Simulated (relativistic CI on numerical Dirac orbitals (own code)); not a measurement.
# Ru⁶⁺ (4d2) in crystal fields: levels and magnetism

How does a crystal field split the 4d2 shell of Ru⁶⁺, and what follows for the ground state and χT? 6 fields tried.

Method: Dirac-Coulomb-Breit CI, KLI orbitals optimised for each configuration, model QED (radiative potential, 1s self-energy scaled to tabulated hydrogen-like ionisation energies), valence Slater integrals scaled by 0.9, one configuration in a parametric crystal field. Code: relativistic CI on numerical Dirac orbitals (own code) version 1.

## (1) What is computed

```
ion            : Ru⁶⁺ (Ru VII)
nuclear charge : 44
electrons      : 38
open shell     : 4d2
Slater scale   : 0.9
field 1 (cm⁻¹) : D3d, 10Dq = 36200, Dsigma = 110, Dtau = -280
field 2 (cm⁻¹) : D3d, 10Dq = 36200, Dsigma = 330, Dtau = -280
field 3 (cm⁻¹) : D3d, 10Dq = 36200, Dsigma = 550, Dtau = -280
field 4 (cm⁻¹) : D3d, 10Dq = 36200, Dsigma = 760, Dtau = -280
field 5 (cm⁻¹) : D3d, 10Dq = 36200, Dsigma = 980, Dtau = -280
field 6 (cm⁻¹) : D3d, 10Dq = 36200, Dsigma = 1200, Dtau = -280
```

The outer shells:

[Kr] 4d2
```
[Kr] core
4d [↑ ][↑ ][  ][  ][  ]
```

## (2) Field 1: D3d, 10Dq = 36200, Dsigma = 110, Dtau = -280

The run's settings:

```ini
atom Ru  Z=44  charge=6  electrons=38
nucleus A=102  rms_radius_fm=4.4809
hamiltonian dirac-coulomb  breit=on  qed=on  c_scale=1
orbitals kli  potential=per-configuration
slater_scale 0.9
correlation none
mixing on
configurations
  [Kr] 4d2
end
crystal_field D3d 10Dq=36200 Dsigma=110 Dtau=-280
```

## (3) Field 2: D3d, 10Dq = 36200, Dsigma = 330, Dtau = -280

The settings differ from step 2 so:

```diff
@@ -10,2 +10,2 @@
 end
-crystal_field D3d 10Dq=36200 Dsigma=110 Dtau=-280
+crystal_field D3d 10Dq=36200 Dsigma=330 Dtau=-280
```

## (4) Field 3: D3d, 10Dq = 36200, Dsigma = 550, Dtau = -280

The settings differ from step 3 so:

```diff
@@ -10,2 +10,2 @@
 end
-crystal_field D3d 10Dq=36200 Dsigma=330 Dtau=-280
+crystal_field D3d 10Dq=36200 Dsigma=550 Dtau=-280
```

## (5) Field 4: D3d, 10Dq = 36200, Dsigma = 760, Dtau = -280

The settings differ from step 4 so:

```diff
@@ -10,2 +10,2 @@
 end
-crystal_field D3d 10Dq=36200 Dsigma=550 Dtau=-280
+crystal_field D3d 10Dq=36200 Dsigma=760 Dtau=-280
```

## (6) Field 5: D3d, 10Dq = 36200, Dsigma = 980, Dtau = -280

The settings differ from step 5 so:

```diff
@@ -10,2 +10,2 @@
 end
-crystal_field D3d 10Dq=36200 Dsigma=760 Dtau=-280
+crystal_field D3d 10Dq=36200 Dsigma=980 Dtau=-280
```

## (7) Field 6: D3d, 10Dq = 36200, Dsigma = 1200, Dtau = -280

The settings differ from step 6 so:

```diff
@@ -10,2 +10,2 @@
 end
-crystal_field D3d 10Dq=36200 Dsigma=980 Dtau=-280
+crystal_field D3d 10Dq=36200 Dsigma=1200 Dtau=-280
```

(Steps that only read results are left out.)

What does the calculation give? Wanted: ground spin.

**Answer**, as computed:

| field | ground state | degeneracy | S | J | first gap (cm⁻¹) | stabilisation (cm⁻¹) | χT at 2 K | χT at 300 K |
| --- | --- | --- | --- | --- | --- | --- | --- | --- |
| 1: D3d | A1 | 1 | 1.00 | 2.79 | 103 | -24603 | 0.008 | 0.389 |
| 2: D3d | A1 | 1 | 1.00 | 2.76 | 91 | -24388 | 0.007 | 0.330 |
| 3: D3d | A1 | 1 | 1.00 | 2.74 | 71 | -24204 | 0.007 | 0.272 |
| 4: D3d | A1 | 1 | 1.00 | 2.72 | 41 | -24061 | 0.008 | 0.225 |
| 5: D3d | E | 2 | 0.99 | 2.65 | 5 | -23956 | 0.035 | 0.201 |
| 6: D3d | E | 2 | 0.99 | 2.64 | 80 | -23966 | 0.005 | 0.214 |

χT is in cm³ K/mol; stabilisation counts from the free ion's lowest level; S and J come from the expectation values of their squares.

| quantity | value |
| --- | --- |
| ground spin (effective S from ⟨S²⟩) | 1: 1.00, 2: 1.00, 3: 1.00, 4: 1.00, 5: 0.99, 6: 0.99 |
| χT at 300 K | 0.20 to 0.39 cm³ K/mol |

**Reading.** All fields leave the ground state at S = 1. Fields 1, 2, 3, 4 leave a non-degenerate ground state well apart, so χT falls towards zero on cooling. The field is a set of parameters, without covalency or charge transfer.
